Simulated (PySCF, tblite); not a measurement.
# C₃H₄BO₂Se radical: geometry, infrared bands and EPR parameters

What infrared bands and EPR parameters should C₃H₄BO₂Se radical (`C=C1OBO[CH][Se]1`) show?

The runs use tblite 0.8.0 and PySCF 2.14.0, with density-fitted response routines of our own; the level of theory stands in each step. All values are computed, except where a source is named. Atoms count from 0, in the outputs and in this text.

### 1 Starting geometry

11 atoms, charge 0, multiplicity 2; geometry from: force field or distance geometry start.

Bonds of the start (Å): C0–C1 1.32, C1–O2 1.41, O2–B3 1.48, B3–O4 1.46, O4–C5 1.39, C5–Se6 1.95, Se6–C1 1.94, C0–H7 1.07, C0–H8 1.09, B3–H9 1.18, C5–H10 1.11.

### 2 Geometry optimisation with GFN2-xTB

Job settings and geometry (Å):

```
{"job": {"kind": "relax", "xc": "GFN2-xTB", "basis": "xTB"}, "charge": 0, "multiplicity": 2}
C     -2.220200    -0.443700     0.006600
C     -0.948300    -0.106000    -0.035900
O     -0.010300    -1.024500    -0.549900
B      1.438300    -0.720100    -0.625500
O      1.909200     0.642500    -0.413100
C      1.452200     0.999200     0.848400
Se    -0.392800     1.604300     0.696600
H     -2.553100    -1.391400    -0.375600
H     -2.957400     0.235600     0.422400
H      2.209400    -1.618100    -0.676900
H      2.078300     1.825000     1.246700
```

On the command line:

```
OMP_NUM_THREADS=1 python probes_run.py task.json out
```

The driver reads the jobs from task.json and runs them one after another.

Standard output:

```text
step      E/eV     max force
  0    -570.27711    3.161
  1    -570.64863    1.914
  2    -570.83858    2.636
  3    -570.94815    0.868
  4    -571.00839    0.784
  5    -571.11692    1.211
  6    -571.18339    1.139
  7    -571.26779    0.911
  8    -571.31770    0.848
  9    -571.37402    0.788
 10    -571.39878    0.461
 11    -571.41373    0.369
 12    -571.42658    0.584
 13    -571.43541    0.386
 14    -571.44413    0.188
 15    -571.44573    0.147
 16    -571.44918    0.140
 17    -571.45059    0.113
 18    -571.45229    0.125
 19    -571.45357    0.120
 20    -571.45505    0.102
 21    -571.45657    0.125
 22    -571.45831    0.130
 23    -571.45999    0.162
 24    -571.46162    0.150
 25    -571.46330    0.144
 26    -571.46522    0.169
 27    -571.46730    0.147
 28    -571.46917    0.102
 29    -571.47058    0.094
 30    -571.47191    0.106
 31    -571.47355    0.145
 32    -571.47533    0.133
 33    -571.47687    0.093
 34    -571.47813    0.085
 35    -571.47930    0.116
 36    -571.48054    0.143
 37    -571.48198    0.131
 38    -571.48360    0.089
 39    -571.48429    0.079
 40    -571.48520    0.097
 41    -571.48633    0.124
 42    -571.48797    0.152
 43    -571.48985    0.188
 44    -571.49218    0.160
 45    -571.49454    0.129
 46    -571.49688    0.140
 47    -571.49898    0.171
 48    -571.50285    0.176
 49    -571.50659    0.151
 50    -571.50934    0.167
 51    -571.51045    0.142
 52    -571.51157    0.085
 53    -571.51218    0.081
 54    -571.51321    0.060
 55    -571.51374    0.077
 56    -571.51437    0.064
 57    -571.51500    0.052
 58    -571.51555    0.044
 59    -571.51576    0.025
 60    -571.51582    0.024
 61    -571.51585    0.017
 62    -571.51588    0.011
 63    -571.51590    0.009
```

Run time: 0.27 s. Hardware: 1 thread of Arm Neoverse V2, shared host.

Along the way: (not every step is listed)

```tsv
step	energy from step 0 (eV)	largest force (eV/Å)
0	0.0000	3.1608
1	-0.3715	1.9142
2	-0.5615	2.6359
3	-0.6710	0.8676
4	-0.7313	0.7844
5	-0.8398	1.2106
6	-0.9063	1.1392
7	-0.9907	0.9112
8	-1.0406	0.8483
13	-1.1583	0.3861
18	-1.1752	0.1245
23	-1.1829	0.1616
28	-1.1921	0.1024
33	-1.1998	0.0933
38	-1.2065	0.0894
43	-1.2127	0.1883
48	-1.2257	0.1758
53	-1.2351	0.0813
58	-1.2384	0.0444
59	-1.2387	0.0247
60	-1.2387	0.0236
61	-1.2387	0.0170
62	-1.2388	0.0114
63	-1.2388	0.0094
```

Distances of close pairs at the start and the end, largest changes first:

```tsv
bond	before (Å)	after (Å)	change (Å)
O2–B3	1.482	1.360	-0.122
B3–O4	1.457	1.349	-0.108
C5–Se6	1.948	1.876	-0.072
C1–O2	1.410	1.341	-0.069
O4–C5	1.388	1.344	-0.045
C5–H10	1.110	1.083	-0.028
B3–H9	1.185	1.166	-0.018
C1–Se6	1.942	1.958	+0.017
```

The next job starts from the end point, and lists it.

### 3 Infrared spectrum with GFN2-xTB

Job settings and geometry (Å):

```
{"job": {"kind": "ir", "xc": "GFN2-xTB", "basis": "xTB"}, "charge": 0, "multiplicity": 2}
C     -2.183629    -0.394507    -0.098511
C     -0.890795    -0.244913     0.155415
O      0.050760    -1.060679    -0.340905
B      1.382899    -0.807752    -0.451253
O      1.977247     0.346667    -0.084321
C      1.340653     1.401488     0.451603
Se    -0.286790     1.178114     1.357536
H     -2.528213    -1.180763    -0.747448
H     -2.911000     0.262069     0.341503
H      2.051531    -1.654676    -0.893746
H      2.002760     2.157622     0.854025
```

Standard output:

```text
mode    cm-1     km/mol
  1      65.1      1.59
  2     175.5      0.30
  3     271.7      0.45
  4     303.8      0.54
  5     365.7      5.01
  6     383.4      6.41
  7     472.9      1.04
  8     498.4     17.41
  9     544.1     23.43
 10     635.9     16.51
 11     696.1     24.19
 12     727.2     39.57
 13     740.5     76.36
 14     837.9     47.85
 15     860.3      7.32
 16     960.0      7.38
 17    1033.3      6.45
 18    1126.3     89.74
 19    1157.2    225.24
 20    1192.5    304.97
 21    1244.2    212.01
 22    1359.7      1.42
 23    1658.5     95.01
 24    2690.2    115.87
 25    3016.0     19.61
 26    3110.1      0.56
 27    3155.5     12.45
```

It took 0.23 s on 1 thread of Arm Neoverse V2, shared host.

The strongest bands and the atoms that carry them (share of the mass-weighted mode):

```tsv
cm⁻¹	km/mol	atoms
740	76.4	H9 21 %, B3 17 %, C5 16 %, O4 15 %
838	47.9	H7 42 %, H8 36 %, C0 22 %
1126	89.7	C1 22 %, O2 21 %, H9 21 %
1157	225.2	B3 38 %, O2 34 %, H10 16 %
1192	305.0	C5 33 %, O4 26 %, H10 25 %
1244	212.0	H10 41 %, O4 27 %, B3 26 %
1658	95.0	C1 53 %, C0 41 %
2690	115.9	H9 92 %
```

### 4 g tensor and hyperfine couplings: B3LYP/def2-TZVP-core+pcH-1

Same as in step 3 but for these lines:

```diff
@@ -1,2 +1,2 @@
-{"job": {"kind": "ir", "xc": "GFN2-xTB", "basis": "xTB"}, "charge": 0, "multiplicity": 2}
+{"job": {"kind": "epr", "basis": "pcH-1"}, "charge": 0, "multiplicity": 2}
 C     -2.183629    -0.394507    -0.098511
```

With the program's defaults for keys left out, this is: UKS B3LYP, def2-TZVP-core on Se, pcH-1 on B C H O, non-relativistic, mean-field spin-orbit, GIAO.

Standard output:

```text
UKS, coarse grid
  cycle   1  E = -2693.49494529  |g| = 1.56e+00
  cycle   2  E = -2693.24790857  |g| = 1.16e+00
  cycle   3  E = -2693.49319359  |g| = 6.62e-01
  cycle   4  E = -2693.64471554  |g| = 9.06e-02
  cycle   5  E = -2693.64630386  |g| = 5.60e-02
  cycle   6  E = -2693.64776326  |g| = 1.43e-02
  cycle   7  E = -2693.64783506  |g| = 3.62e-03
  cycle   8  E = -2693.64783821  |g| = 2.20e-03
  cycle   9  E = -2693.64784252  |g| = 8.60e-04
UKS, final grid
  cycle   1  E = -2693.64785728  |g| = 1.42e-03
  cycle   2  E = -2693.64785452  |g| = 2.85e-03
  cycle   3  E = -2693.64785820  |g| = 1.93e-04
  cycle   4  E = -2693.64785822  |g| = 5.02e-05
  cycle   5  E = -2693.64785822  |g| = 4.30e-05
  cycle   6  E = -2693.64785822  |g| = 1.58e-05
E = -2693.64785822 Eh   <S^2> = 0.7550 (exact 0.7500)
g shifts (ppm)      1          2          3
  rmc          -188       -188       -188
  gc             46         -3         39
  oz_so       -2357       1485      15315
  total       -2497       1306      15176
hyperfine (MHz)  atom isotope    a_iso     a_fc   dipolar eigenvalues
    0   13C       0.18       0.17     -1.53      0.07      1.45
    1   13C      12.55      12.49     -1.88     -0.77      2.64
    2   17O      -0.41      -0.70     -3.96      1.84      2.12
    3   11B       3.54       3.54     -5.40     -1.58      6.98
    4   17O     -10.86     -10.30    -27.21     12.82     14.38
    5   13C     221.27     219.60    -71.55    -67.93    139.48
    6  77Se      -8.34       2.07    -97.12    -68.22    165.34
    7    1H       3.33       3.33     -0.91     -0.60      1.51
    8    1H       1.59       1.59     -1.39     -0.96      2.35
    9    1H      -6.47      -6.49     -3.69     -1.58      5.26
   10    1H     -33.69     -34.02    -30.68     -3.63     34.31
```

Run time: 2 min. Hardware: 1 thread of Arm Neoverse V2, shared host; peak memory 1.1 GiB.

Principal g values 1.99982, 2.00362, 2.01750; g(iso) = 2.00698, against 2.00232 for a free electron.

Hyperfine couplings, nucleus by nucleus at this fixed geometry (no averaging over rotations):

```tsv
nuclei	isotope	a(iso) (MHz)	a(iso) (G, at g = 2.0023)	largest dipolar term (MHz)
C5	13C	221.3	79.0	139.5
H10	1H	-33.7	-12.0	34.3
C1	13C	12.6	4.5	2.6
O4	17O	-10.9	-3.9	-27.2
Se6	77Se	-8.3	-3.0	165.3
H9	1H	-6.5	-2.3	5.3
B3	11B	3.5	1.3	7.0
H7	1H	3.3	1.2	1.5
H8	1H	1.6	0.6	2.4
O2	17O	-0.4	-0.1	-4.0
C0	13C	0.2	0.1	-1.5
```

Mulliken spin populations:

```tsv
atom	value (e)
C0	-0.01
C1	0.01
O2	0.01
B3	0.08
O4	0.03
C5	0.80
Se6	0.12
H7	0.00
H8	0.00
H9	-0.01
H10	-0.03
```

In first order the couplings over 0.8 MHz of 1H, 11B give 64 distinct lines over 19.9 G.

Orbitals, density, ELF and potential are computed afterwards from the orbital file.

ELF in a plane through or near 10 of the atoms.

Ten even steps from '0' (0.00) to '9' (1.00):
```
0000000000000000000000000000
0000000000000000000000000000
0000000000001222000000000000
0000000000015787620000000000
0000014410027899841000000000
0000299982036689830013200000
0000599996453227710289940000
0000278982285125301899981000
0000000242264468544899940000
0000012578620264286346410000
0000057955831355177288720000
0000046888825778423799971000
0000001122184758600699970000
0000000179973478710068610000
0000001899993025400000000000
0000003999995000000000000000
0000000799995000000000000000
0000000024430000000000000000
0000000000000000000000000000
0000000000000000000000000000
```
The map spans 10.8 Å across and 9.9 Å up, centred on the molecule. Atoms in the plane (x, y in Å): C0 (2.2, 0.1), C1 (0.9, 0.1), O2 (0.2, -1.1), B3 (-1.1, -1.2), O4 (-2.0, -0.2), C5 (-1.7, 1.1), H7 (2.8, -0.8), H8 (2.7, 1.1), H9 (-1.5, -2.3), H10 (-2.5, 1.7).

log10 of the density (e/Å³) in the same plane.

Ten even steps from '0' (-4.0) to '9' (1.6):
```
0000000000000000000000000000
0000000000011111100000000000
0000000001122332211000000000
0000011222334444332100000000
0000123333445555433211100000
0001244555556666543333221000
0001345776667776544444431000
0001345677777776655666542100
0001244677766667666776643100
0001345677765667877876543100
0001345799765677777776543100
0001345678776787766676643100
0000234566797888655565542100
0000123457776666543344321000
0000123457765555432222210000
0000022455654333211000000000
0000012344443221100000000000
0000001122222110000000000000
0000000011111000000000000000
0000000000000000000000000000
```
The map spans 10.8 Å across and 9.9 Å up, centred on the molecule. Atoms in the plane (x, y in Å): C0 (2.2, 0.1), C1 (0.9, 0.1), O2 (0.2, -1.1), B3 (-1.1, -1.2), O4 (-2.0, -0.2), C5 (-1.7, 1.1), H7 (2.8, -0.8), H8 (2.7, 1.1), H9 (-1.5, -2.3), H10 (-2.5, 1.7).

On the surface of density 0.002 e/bohr³ the electrostatic potential runs, from the 1st to the 99th percentile, from -0.80 V near O2 to 1.26 V near H10.

The spin density lies nearest to C5 58 %; Se6 17 %; O4 8 %; H10 7 %.

### 5 Outcome

| quantity | value |
| --- | --- |
| strongest single infrared mode (GFN2-xTB) | 1192 cm⁻¹, 305 km/mol |
| zero-point energy (GFN2-xTB) | 41.9 kcal/mol |
| g(iso) (B3LYP) | 2.00698 |
| ⟨S²⟩ | 0.755 (exact 0.75) |
| largest a(iso) | 13C on C5, 221.3 MHz |
| potential on the surface of density 0.002 e/bohr³, 1st and 99th percentile | -0.80 V and 1.26 V |

In words: Over 63 steps the energy fell by 1.239 eV; of the close pairs, O2–B3 changed most, 1.482 to 1.360 Å. No mode is imaginary among the 27: a minimum at this level. The strongest single mode, at 1192 cm⁻¹, has its largest shares on C5, O4 and H10 (the list is cut at 3 atoms). GFN2-xTB is a fitted tight-binding method: band positions and strengths are rough. Its intensities can rank the bands wrongly. C5 carries the largest spin population, 0.80 e. The isotropic g lies 4.7 ppt above the free-electron value. The hyperfine terms hold no scalar relativity, which the heavier nuclei need. The conformer search found further structures of the same energy, which may be mirror or relabelled copies of this one.
